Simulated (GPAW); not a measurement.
# WS2 (P6_3/mmc) in GPAW: band structure with LDA

Aim: the band structure of WS2 with LDA.

Everything below comes from runs of GPAW 26.7.0. Logs are shortened: lines on timing, memory, paths and dates and some standing lists are left out, and cuts for length are marked. The log counts tension as positive stress, the text compression.

### 1 The structure

The structure is hexagonal, space group P6_3/mmc (No. 194). Conventional cell: a = 3.153 Å, b = 3.153 Å, c = 12.320 Å, α = 90.00°, β = 90.00°, γ = 120.00°. W (site symmetry -6m2) is surrounded by 6 S at 2.40 Å. Around S (site symmetry 3m) lie 3 W at 2.40 Å.

The cell was built by a generator and needn't be a form met in nature.

### 2 Band structure, LDA, spin-orbit coupling, no magnetisation

File run.py:

```python
import numpy as np
from ase import Atoms
from ase.dft.bandgap import bandgap
from ase.io import write
from ase.units import GPa
from gpaw import GPAW, PW
from gpaw.spinorbit import soc_eigenstates

atoms = Atoms(['W', 'W', 'S', 'S', 'S', 'S'],
              cell=[[3.153, 0.0, 0.0],
                    [-1.5765, 2.7305780981, 0.0],
                    [0.0, 0.0, 12.32]],
              scaled_positions=[[0.3333333333, 0.6666666667, 0.25],
                                [0.6666666667, 0.3333333333, 0.75],
                                [0.6666666667, 0.3333333333, 0.3767045455],
                                [0.6666666667, 0.3333333333, 0.1232954545],
                                [0.3333333333, 0.6666666667, 0.8767045455],
                                [0.3333333333, 0.6666666667, 0.6232954545]],
              pbc=True)

calc = GPAW(mode=PW(600),
            xc='LDA',
            kpts={'size': (9, 9, 2), 'gamma': True},
            occupations={'name': 'fermi-dirac', 'width': 0.05},
            nbands=46,
            convergence={'density': 1e-05, 'energy': 1e-05},
            maxiter=150,
            txt='gpaw.txt')
atoms.calc = calc
energy = atoms.get_potential_energy()
forces = atoms.get_forces()
stress = atoms.get_stress()
calc.write('gs.gpw')
write('result.traj', atoms)
print(f'Energy: {energy:.6f} eV')
print('Forces (eV/A):')
print(forces.round(4))
print('Stress (GPa):', (stress / GPa).round(3))
print('Fermi level:', round(calc.get_fermi_level(), 4), 'eV')
print(f'Gap: {bandgap(calc)[0]:.4f} eV, direct: {bandgap(calc, direct=True)[0]:.4f} eV')

path = atoms.cell.bandpath('GMKGALHA,LM,KH', npoints=60, eps=1e-4)
bs_calc = calc.fixed_density(kpts=path, symmetry='off', nbands=69,
                             convergence={'bands': 'CBM+6.0', 'eigenstates': 1e-6}, txt='bands.txt')
bs = bs_calc.band_structure()
bs.write('bs.json')
print(f'Gap on the path: {bandgap(bs_calc)[0]:.4f} eV')

soc = soc_eigenstates(bs_calc, theta=54.7, phi=45)
np.savetxt('soc_bands.dat', soc.eigenvalues(), fmt='%.4f')
mesh = soc_eigenstates('gs.gpw', theta=54.7, phi=45)
np.savetxt('soc_mesh.dat', mesh.eigenvalues(), fmt='%.4f')
print('Fermi level with spin-orbit coupling:', round(mesh.fermi_level, 4), 'eV')
```

Potentials or basis: the program's PAW data sets (release 1.2.1) made for this functional, pw.

Command:

```
OMP_NUM_THREADS=1 python run.py
```

gpaw.txt:

```text
__  _  _
 | _ |_)|_||  |
 |__||  | ||/\| - 26.7.0

Input parameters:
  mode=PW(ecut=600.0),
  convergence={'density': 1e-05, 'energy': 1e-05},
  kpts=MonkhorstPack(size=(9, 9, 2), gamma=True),
  maxiter=150,
  nbands=46,
  occupations=Occupations(name='fermi-dirac', width=0.05),
  xc=XC(name='LDA')

Diagonalizing LCAO Hamiltonian
Converting LCAO to pw mode

        S

           W
        S

           S
        W

           S

Atoms  # Å, Bohr magnetons
|   | symbol |         x |        y |         z |    initial magnetic moments |
|---|--------|-----------|----------|-----------|-----------------------------|
| 0 |      W | -0.000000 | 1.820385 |  3.080000 | ( 0.0000,  0.0000,  0.0000) |
| 1 |      W |  1.576500 | 0.910193 |  9.240000 | ( 0.0000,  0.0000,  0.0000) |
| 2 |      S |  1.576500 | 0.910193 |  4.641000 | ( 0.0000,  0.0000,  0.0000) |
| 3 |      S |  1.576500 | 0.910193 |  1.519000 | ( 0.0000,  0.0000,  0.0000) |
| 4 |      S | -0.000000 | 1.820385 | 10.801000 | ( 0.0000,  0.0000,  0.0000) |
| 5 |      S | -0.000000 | 1.820385 |  7.679000 | ( 0.0000,  0.0000,  0.0000) |

Unit cell  # Å
| periodic |         x |        y |         z |   lengths |     angles |
|----------|-----------|----------|-----------|-----------|------------|
|      yes |  3.153000 | 0.000000 |  0.000000 |  3.153000 |  90.000000 |
|      yes | -1.576500 | 2.730578 |  0.000000 |  3.153000 |  90.000000 |
|      yes |  0.000000 | 0.000000 | 12.320000 | 12.320000 | 120.000000 |

Number of symmetries: 12
Symmetry operations  # r_c * U_cc + t_c -> r_c
|    | kind |            matrix            |
|----|------|------------------------------|
|  0 |  σ   |  1, 1, 0,  0,-1, 0,  0, 0, 1 |
|  1 |  S6  |  1, 1, 0, -1, 0, 0,  0, 0,-1 |
|  2 |  E   |  1, 0, 0,  0, 1, 0,  0, 0, 1 |
|  3 |  C2  |  1, 0, 0, -1,-1, 0,  0, 0,-1 |
|  4 |  C2  |  0, 1, 0,  1, 0, 0,  0, 0,-1 |
|  5 |  C3  |  0, 1, 0, -1,-1, 0,  0, 0, 1 |
|  6 |  S6  |  0,-1, 0,  1, 1, 0,  0, 0,-1 |
|  7 |  σ   |  0,-1, 0, -1, 0, 0,  0, 0, 1 |
|  8 |  σ   | -1, 0, 0,  1, 1, 0,  0, 0, 1 |
|  9 |  i   | -1, 0, 0,  0,-1, 0,  0, 0,-1 |
| 10 |  C3  | -1,-1, 0,  1, 0, 0,  0, 0, 1 |
| 11 |  C2  | -1,-1, 0,  0, 1, 0,  0, 0,-1 |

BZ-sampling:
  Number of BZ points: 162
  Number of IBZ points: 24

  Monkhorst-Pack size: [9, 9, 2]
  Monkhorst-Pack shift: [0.0, 0.0, 0.25]

K-points  # in reciprocal-cell coordinates
|     |                                coordinates |     weight |
|-----|--------------------------------------------|------------|
|   0 | (  0.00000000,   0.00000000,   0.00000000) | 0.00617284 |
|   1 | (  0.00000000,   0.00000000,   0.50000000) | 0.00617284 |
|   2 | (  0.11111111,   0.00000000,   0.00000000) | 0.03703704 |
|   3 | (  0.11111111,   0.00000000,   0.50000000) | 0.03703704 |
|   4 | (  0.22222222,  -0.11111111,   0.00000000) | 0.03703704 |
|   5 | (  0.22222222,  -0.11111111,   0.50000000) | 0.03703704 |
|   6 | (  0.22222222,   0.00000000,   0.00000000) | 0.03703704 |
|   7 | (  0.22222222,   0.00000000,   0.50000000) | 0.03703704 |
|   8 | (  0.33333333,  -0.11111111,   0.00000000) | 0.07407407 |
|   9 | (  0.33333333,  -0.11111111,   0.50000000) | 0.07407407 |
| ... |                                            |            |
|  23 | (  0.44444444,   0.44444444,   0.50000000) | 0.03703704 |

Plane wave coefficients: 3560
Cutoff: 600.0 eV

Spin-components: 1 (collinear spins)
Bands:           46
Projectors:      32
Spin-degeneracy: 2
Datatype:        complex128

Parallelization:
  kpt:    1
  domain: 1
  band:   1

Density:
  Valence electrons: 52.0
  Components: 1
  Grid points: [18 18 70]
  Charge: 0.0  # |e|

Potential:
  Grid points: [18 18 70]

species:
  W:
    name:    Tungsten
    Z:       74.0
    valence: 14
    core:    60
    charge:  0.0  # [|e|]
    compensation charges:
      type: gauss
      rc: 0.40  # [Å]
      lmax: 2
    cutoffs:
      filter: 2.36  # [Å]
      core: 3.02  # [Å]
    projectors
    | kind |    occ | energy [eV] | rcut [Å] |
    |------|--------|-------------|----------|
    |   5s |  2.000 |     -79.053 |    1.344 |
    |   6s |  2.000 |      -5.886 |    1.344 |
    |   5p |  6.000 |     -43.417 |    1.355 |
    |   6p |  0.000 |      -1.469 |    1.355 |
    |   5d |  4.000 |      -4.693 |    1.228 |
    |    d |        |      22.518 |    1.228 |

    Using partial waves for W as LCAO basis

  S:
    name:    Sulfur
    Z:       16.0
    valence: 6
    core:    10
    charge:  0.0  # [|e|]
    compensation charges:
      type: gauss
      rc: 0.24  # [Å]
      lmax: 2
    cutoffs:
      filter: 1.77  # [Å]
      core: 1.66  # [Å]
    projectors
    | kind |    occ | energy [eV] | rcut [Å] |
    |------|--------|-------------|----------|
    |   3s |  2.000 |     -17.278 |    0.974 |
    |   3p |  4.000 |      -7.106 |    0.979 |
    |    s |        |       9.933 |    0.974 |
    |    p |        |      20.105 |    0.979 |
    |    d |        |       0.000 |    0.900 |

    Using partial waves for S as LCAO basis

Reference energy: -920330.548201  # eV

eigensolver:
  PPCG
  Converge bands: occupied
  niter=2

density mixing:
  MSR1-Mixer
  Pratt-step length: 0.05
  Maximum mixing coefficient: 0.75
  Old densities: 10
  SVD Regularization: 0.005
  Good broyden scale: 1.0
  Trust region scale: 1.0
  Backstep threshold: 4.0
  History deletion threshold: 6.0
  Fourier metric: weight=20.0, sigma=0.015

occupation numbers:
  Fermi-Dirac:
    width: 0.0500  # eV

poisson solver:
  ecut: 4800.0  # eV

xc functional:
  name: None

convergence criteria:
- Maximum integral of absolute [dens]ity change: 1e-05 electrons / valence electron
- Maximum [total energy] change in last 3 cyles: 1e-05 eV / valence electron
- Maximum integral of absolute [eigenst]ate change: 4e-08 eV^2 / valence electron
maximum number of iterations: 150

SCF iterations
|iter     | |      energy | eigst |  dens |
|---------|-|-------------|-------|-------|
|iter:   1| |  -50.350730 | +0.47 |       |
|iter:   2| |  -50.582887 | -1.44 | -1.20 |
|iter:   3| |  -51.973502 | -0.91 | -1.23 |
|iter:   4| |  -49.970152 | -1.31 | -1.14 |
|iter:   5| |  -49.919341 | -2.64 | -1.67 |
|iter:   6| |  -49.969157 | -3.09 | -1.90 |
|iter:   7| |  -49.919462 | -3.50 | -2.07 |
|iter:   8| |  -49.918852 | -4.25 | -2.70 |
|iter:   9| |  -49.918842 | -5.83 | -3.31 |
|iter:  10| |  -49.918843c| -7.25 | -4.13 |
|iter:  11| |  -49.918843c| -7.61c| -4.63 |
|iter:  12| |  -49.918843c| -8.03c| -5.26c|

Converged in 12 steps
Energy contributions relative to reference atoms: (reference = -920330.548201)

Energy contributions:
  Kinetic:          32.838949
  Coulomb:         -35.967603
  Zero:              0.185336
  External:          0.000000
  Xc:              -46.975523
  Entropy:          -0.000002
  Spinorbit:         0.000000
  ----------------------------
  Free energy:     -49.918844
  Extrapolated:    -49.918843

dipole moment: (0.000004, 0.000006, 0.000029)  # |e|*Ang

Fermi level: 9.071
Eigenvalues  # (at kpt = [0.000, 0.000, 0.000])
| band index |      eig [eV] | occ [0-2] |
|------------|---------------|-----------|
|          0 |       -65.767 |     2.000 |
|        ... |               |           |
|         18 |         5.067 |     2.000 |
|         19 |         6.314 |     2.000 |
|         20 |         6.314 |     2.000 |
|         21 |         6.365 |     2.000 |
|         22 |         6.365 |     2.000 |
|         23 |         7.136 |     2.000 |
[... 8 lines left out ...]
|         32 |        11.181 |     0.000 |
|         33 |        11.181 |     0.000 |
|        ... |               |           |
|         45 |        21.131 |     0.000 |

Gap: 1.013 eV
Transition (v -> c):
  (s=0, k=0, n=25, [0.00, 0.00, 0.00]) -> (s=0, k=8, n=26, [0.33, -0.11, 0.00])
Direct/indirect transitions are different
Direct gap: 1.794 eV
Transition at: (s=0, k=12, n=25, [0.33, 0.33, 0.00])

Forces  # eV/Ang
|        x |        y |        z |
|----------|----------|----------|
| -0.00000 |  0.00000 | -0.00002 |  # W    0
|  0.00000 | -0.00000 |  0.00002 |  # W    1
|  0.00000 |  0.00000 | -0.20518 |  # S    2
| -0.00000 |  0.00000 |  0.20512 |  # S    3
|  0.00000 |  0.00000 | -0.20512 |  # S    4
|  0.00000 |  0.00000 |  0.20518 |  # S    5

Stress tensor  # eV/Ang^3
|         x |        y |        z |
|-----------|----------|----------|
|  0.022725 | 0.000000 | 0.000000 |
| -0.000000 | 0.022725 | 0.000000 |
|  0.000000 | 0.000000 | 0.016539 |

# Writing to gs.gpw (mode='')
```

Wall time 2.6 min (1 thread of Intel Xeon Platinum 8488C (Sapphire Rapids), shared host); peak memory 0.7 GiB.

What came out:

| Quantity | Value |
| --- | --- |
| Free energy | -49.9188 eV |
| Pressure | -3.3 GPa |
| Largest force | 0.205 eV/Å |
| Band gap on the k mesh | 0.97 eV, indirect (least direct gap 1.58 eV) |
| Band gap along the path | 0.86 eV, indirect (least direct gap 1.58 eV) |

Forces in eV/Å, atoms in the order of the input:
```
W    0.000  0.000  0.000
W    0.000  0.000  0.000
S    0.000  0.000 -0.205
S    0.000  0.000  0.205
S    0.000  0.000 -0.205
S    0.000  0.000  0.205
```

Levels at the corners of the path, in eV from the valence-band top:
```csv
point,band 48,band 49,band 50,band 51,band 52,band 53,band 54,band 55,band 56,band 57
Γ,-1.48,-1.25,-1.25,0.00,0.00,2.16,2.16,2.18,2.18,2.18
M,-1.93,-1.53,-1.53,-1.47,-1.47,2.08,2.08,2.12,2.12,2.57
K,-2.87,-0.97,-0.97,-0.47,-0.47,1.10,1.10,1.15,1.15,1.97
Γ,-1.48,-1.25,-1.25,0.00,0.00,2.16,2.16,2.18,2.18,2.18
A,-2.19,-0.32,-0.32,-0.32,-0.32,2.17,2.17,2.17,2.17,2.23
L,-1.95,-1.50,-1.50,-1.50,-1.50,2.11,2.11,2.11,2.11,2.70
H,-3.06,-0.95,-0.95,-0.51,-0.51,1.11,1.11,1.15,1.15,2.48
A,-2.19,-0.32,-0.32,-0.32,-0.32,2.17,2.17,2.17,2.17,2.23
L,-1.95,-1.50,-1.50,-1.50,-1.50,2.11,2.11,2.11,2.11,2.70
M,-1.93,-1.53,-1.53,-1.47,-1.47,2.08,2.08,2.12,2.12,2.57
K,-2.87,-0.97,-0.97,-0.47,-0.47,1.10,1.10,1.15,1.15,1.97
H,-3.06,-0.95,-0.95,-0.51,-0.51,1.11,1.11,1.15,1.15,2.48
```

Caveat: spin-orbit coupling was added after a scalar SCF, so levels and gaps hold it while energy, forces, pressure and moments don't; this program's spin-orbit splittings come out too wide for heavy elements; the mesh misses the band edges, which the band path finds closer together.
